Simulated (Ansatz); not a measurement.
Born–Oppenheimer molecular dynamics of a periodic cell of 24 atoms, KPO2F2 (host KPO2F2, host structure Pnma). It goes on from the last frame of an earlier run, with new velocities.

Method: DFT PBEsol, scalar-relativistic, plane waves, PAW in Ansatz 0.2.0. Settings: cutoff 420 eV, k mesh 2x2x2, fermi-dirac smearing 0.05 eV, no spin polarisation.

- ensemble: NVT, Langevin thermostat
- time step: 1 fs
- steps asked: 200
- set temperature: 1170 K
- friction: 0.5 /fs
- seed: 170953

Frames 2 fs apart, positions in Å.

Velocities at 50.0 fs (Å/ps):

```
K 2.94 0.47 1.51
K 2.87 4.74 -0.48
K -5.64 0.85 -2.38
K -9.99 -1.14 -0.43
P -2.91 10.15 -6.16
P -5.82 7.95 12.01
P -4.63 1.31 1.43
P 2.15 10.37 1.41
O 0.88 -4.81 2.08
O 9.07 -0.12 13.45
O 14.95 -7.48 8.09
O -4.35 17.40 1.59
O 9.61 0.17 1.93
O -17.22 0.68 -9.67
O -3.61 -0.36 1.40
O 13.34 5.07 2.85
F 4.14 1.04 2.45
F -11.58 2.21 1.43
F -8.06 0.73 3.25
F -9.46 -8.82 5.14
F 4.72 0.17 -1.26
F -9.35 -8.09 -3.79
F -8.58 -2.64 -9.57
F -9.66 -4.31 27.96
```

```xyz
24
Lattice="8.0390 0.0000 0.0000 0.0000 6.2050 0.0000 0.0000 0.0000 7.6350" Properties=species:S:1:pos:R:3 time_fs=50.0 energy_less_start_eV=-0.445 T=1377
K 0.911 1.169 1.016
K 2.716 4.216 4.520
K 4.913 1.600 2.327
K 7.159 4.703 6.167
P 0.906 1.352 4.981
P 3.131 4.381 1.111
P 4.347 1.291 6.013
P 7.261 4.344 2.079
O 1.165 -0.082 5.413
O 3.033 5.625 1.974
O 4.408 2.326 4.898
O 7.188 3.047 1.378
O 7.202 5.631 1.272
O 4.668 -0.127 5.827
O 2.821 3.011 1.545
O 0.438 2.506 5.938
F 7.769 0.948 4.003
F 4.528 4.417 0.425
F 3.130 1.448 6.999
F 0.535 4.322 3.113
F 1.928 1.742 3.766
F 2.117 4.637 -0.114
F 5.239 1.998 7.111
F 6.156 4.613 3.195
24
Lattice="8.0390 0.0000 0.0000 0.0000 6.2050 0.0000 0.0000 0.0000 7.6350" Properties=species:S:1:pos:R:3 time_fs=52.0 energy_less_start_eV=-0.487 T=1411
K 0.923 1.171 1.027
K 2.728 4.229 4.528
K 4.906 1.599 2.312
K 7.141 4.692 6.165
P 0.903 1.376 4.975
P 3.128 4.397 1.121
P 4.340 1.290 6.017
P 7.256 4.354 2.072
O 1.169 -0.079 5.418
O 3.045 5.601 1.981
O 4.414 2.313 4.913
O 7.180 3.066 1.393
O 7.194 5.625 1.277
O 4.652 -0.133 5.812
O 2.831 2.998 1.540
O 0.458 2.505 5.936
F 7.762 0.952 4.009
F 4.507 4.411 0.437
F 3.127 1.441 6.995
F 0.521 4.324 3.117
F 1.932 1.727 3.767
F 2.099 4.629 -0.112
F 5.224 1.991 7.103
F 6.138 4.614 3.243
24
Lattice="8.0390 0.0000 0.0000 0.0000 6.2050 0.0000 0.0000 0.0000 7.6350" Properties=species:S:1:pos:R:3 time_fs=54.0 energy_less_start_eV=-0.490 T=1140
K 0.929 1.166 1.042
K 2.739 4.243 4.543
K 4.891 1.593 2.302
K 7.136 4.674 6.176
P 0.911 1.399 4.979
P 3.133 4.400 1.114
P 4.352 1.296 6.013
P 7.253 4.361 2.055
O 1.179 -0.074 5.420
O 3.060 5.585 1.993
O 4.421 2.307 4.922
O 7.188 3.070 1.401
O 7.181 5.624 1.268
O 4.658 -0.117 5.801
O 2.857 2.987 1.543
O 0.475 2.497 5.922
F 7.744 0.950 4.021
F 4.488 4.417 0.433
F 3.116 1.441 6.990
F 0.498 4.331 3.113
F 1.933 1.716 3.776
F 2.106 4.620 -0.121
F 5.228 1.990 7.108
F 6.126 4.616 3.260
24
Lattice="8.0390 0.0000 0.0000 0.0000 6.2050 0.0000 0.0000 0.0000 7.6350" Properties=species:S:1:pos:R:3 time_fs=56.0 energy_less_start_eV=-0.343 T=1300
K 0.923 1.163 1.046
K 2.752 4.259 4.539
K 4.884 1.590 2.307
K 7.127 4.670 6.181
P 0.915 1.419 4.980
P 3.135 4.389 1.104
P 4.355 1.292 6.018
P 7.256 4.361 2.036
O 1.164 -0.064 5.415
O 3.067 5.586 2.019
O 4.430 2.306 4.941
O 7.190 3.070 1.418
O 7.182 5.635 1.260
O 4.663 -0.113 5.791
O 2.878 2.991 1.528
O 0.483 2.496 5.889
F 7.740 0.954 4.030
F 4.475 4.419 0.430
F 3.116 1.436 6.981
F 0.479 4.340 3.117
F 1.941 1.699 3.797
F 2.107 4.612 -0.126
F 5.238 1.995 7.107
F 6.125 4.621 3.268
24
Lattice="8.0390 0.0000 0.0000 0.0000 6.2050 0.0000 0.0000 0.0000 7.6350" Properties=species:S:1:pos:R:3 time_fs=58.0 energy_less_start_eV=-0.293 T=1374
K 0.922 1.157 1.040
K 2.758 4.266 4.529
K 4.878 1.589 2.306
K 7.119 4.665 6.178
P 0.927 1.422 4.980
P 3.133 4.378 1.116
P 4.345 1.278 6.036
P 7.270 4.362 2.035
O 1.144 -0.015 5.408
O 3.072 5.581 2.036
O 4.441 2.316 4.944
O 7.188 3.092 1.420
O 7.214 5.645 1.257
O 4.667 -0.116 5.776
O 2.883 2.998 1.508
O 0.480 2.507 5.858
F 7.753 0.962 4.040
F 4.479 4.424 0.428
F 3.103 1.438 6.979
F 0.446 4.368 3.111
F 1.927 1.681 3.836
F 2.093 4.620 -0.121
F 5.256 1.997 7.108
F 6.143 4.619 3.276
24
Lattice="8.0390 0.0000 0.0000 0.0000 6.2050 0.0000 0.0000 0.0000 7.6350" Properties=species:S:1:pos:R:3 time_fs=60.0 energy_less_start_eV=-0.126 T=1245
K 0.919 1.159 1.014
K 2.766 4.265 4.516
K 4.866 1.585 2.313
K 7.114 4.668 6.168
P 0.923 1.423 4.968
P 3.142 4.362 1.139
P 4.345 1.287 6.037
P 7.273 4.365 2.043
O 1.136 0.014 5.401
O 3.083 5.590 2.045
O 4.443 2.331 4.956
O 7.191 3.105 1.399
O 7.246 5.659 1.251
O 4.671 -0.116 5.762
O 2.882 3.000 1.502
O 0.469 2.530 5.844
F 7.768 0.959 4.046
F 4.498 4.439 0.436
F 3.097 1.434 6.985
F 0.421 4.378 3.096
F 1.913 1.660 3.856
F 2.094 4.624 -0.141
F 5.261 1.978 7.114
F 6.160 4.624 3.274
24
Lattice="8.0390 0.0000 0.0000 0.0000 6.2050 0.0000 0.0000 0.0000 7.6350" Properties=species:S:1:pos:R:3 time_fs=62.0 energy_less_start_eV=-0.023 T=954
K 0.924 1.158 1.000
K 2.765 4.270 4.509
K 4.860 1.591 2.332
K 7.098 4.669 6.163
P 0.912 1.416 4.967
P 3.151 4.357 1.163
P 4.360 1.283 6.034
P 7.264 4.378 2.050
O 1.137 0.031 5.392
O 3.099 5.592 2.042
O 4.439 2.331 4.961
O 7.187 3.117 1.398
O 7.276 5.648 1.247
O 4.673 -0.112 5.763
O 2.888 2.997 1.513
O 0.466 2.554 5.846
F 7.783 0.950 4.067
F 4.511 4.441 0.445
F 3.107 1.422 6.985
F 0.390 4.372 3.088
F 1.919 1.647 3.874
F 2.100 4.621 -0.150
F 5.279 1.972 7.108
F 6.174 4.625 3.277
24
Lattice="8.0390 0.0000 0.0000 0.0000 6.2050 0.0000 0.0000 0.0000 7.6350" Properties=species:S:1:pos:R:3 time_fs=64.0 energy_less_start_eV=0.035 T=1148
K 0.929 1.147 0.985
K 2.768 4.268 4.501
K 4.854 1.593 2.335
K 7.089 4.669 6.152
P 0.910 1.405 4.971
P 3.169 4.366 1.183
P 4.373 1.290 6.041
P 7.248 4.380 2.046
O 1.165 0.045 5.402
O 3.116 5.574 2.039
O 4.414 2.332 4.949
O 7.194 3.122 1.386
O 7.269 5.620 1.242
O 4.685 -0.110 5.767
O 2.891 2.997 1.542
O 0.456 2.558 5.854
F 7.800 0.960 4.071
F 4.504 4.446 0.450
F 3.118 1.431 6.992
F 0.381 4.366 3.092
F 1.907 1.632 3.880
F 2.088 4.622 -0.142
F 5.277 1.961 7.113
F 6.192 4.622 3.288
24
Lattice="8.0390 0.0000 0.0000 0.0000 6.2050 0.0000 0.0000 0.0000 7.6350" Properties=species:S:1:pos:R:3 time_fs=66.0 energy_less_start_eV=-0.003 T=1115
K 0.941 1.134 0.964
K 2.773 4.263 4.511
K 4.851 1.593 2.342
K 7.088 4.673 6.146
P 0.905 1.401 4.979
P 3.167 4.373 1.183
P 4.373 1.306 6.044
P 7.227 4.382 2.044
O 1.178 0.051 5.421
O 3.145 5.573 2.049
O 4.391 2.339 4.940
O 7.189 3.126 1.349
O 7.265 5.591 1.235
O 4.707 -0.108 5.778
O 2.894 3.004 1.555
O 0.433 2.535 5.847
F 7.815 0.968 4.083
F 4.490 4.441 0.435
F 3.119 1.435 7.001
F 0.377 4.354 3.084
F 1.904 1.612 3.871
F 2.092 4.640 -0.131
F 5.266 1.961 7.117
F 6.202 4.630 3.283
```

Of the whole run (200 fs, mean temperature of the second half 1118 K): A run of 0.2 ps of so small a system gives no equilibrium averages. The friction is so strong that the motion is overdamped, so the time scale means little.

Time of the run: 26 min on 2 threads of Arm Neoverse V2, with other jobs on the host, peak memory 1 GiB.
